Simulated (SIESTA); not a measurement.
**TaAs in SIESTA: the effect of basis**

The system is TaAs.

```
CELL_PARAMETERS angstrom
-1.72181 1.72181 5.86794
1.72181 -1.72181 5.86794
1.72181 1.72181 -5.86794
ATOMIC_POSITIONS crystal
Ta 0.49997 0.49997 0.00000
Ta 0.24997 0.74997 0.50000
As 0.08263 0.08263 0.00000
As 0.83263 0.33263 0.50000
```

The cell is a database's computed one.

Alike in all runs:

| Property | Result |
| --- | --- |
| Program | SIESTA 5.4.2 |
| Task | band structure |
| Functional | PBE |
| Potentials or basis | PseudoDojo 0.4 standard (PBE files) |
| Grid cutoff | 800 Ry |
| Energy shift | 0.003 Ry |
| k mesh | 6 × 6 × 6 |
| Occupations | fermi-dirac, width 0.05 eV |
| Spin | no spin polarisation |

| basis | pressure (GPa) | largest force (eV/Å) |
| --- | --- | --- |
| SZ | 7.1 | 0.15 |
| SZP | 7.4 | 0.11 |
| DZ | 3.8 | 0.10 |
| DZP | 4.6 | 0.06 |
| DZDP | 4.3 | 0.04 |
| TZP | ? | ? |
| TZDP | 3.7 | 0.04 |

**Question.** What does the run with basis TZP give?

**Answer.** Pressure 4.0 GPa; largest force 0.06 eV/Å.

Caveats: all runs use coarse meshes; short orbitals over semicore shells can move pressures by several GPa; the basis of atomic orbitals isn't converged, which shifts pressures, moduli and gaps; the basis has no polarisation orbitals (some runs).
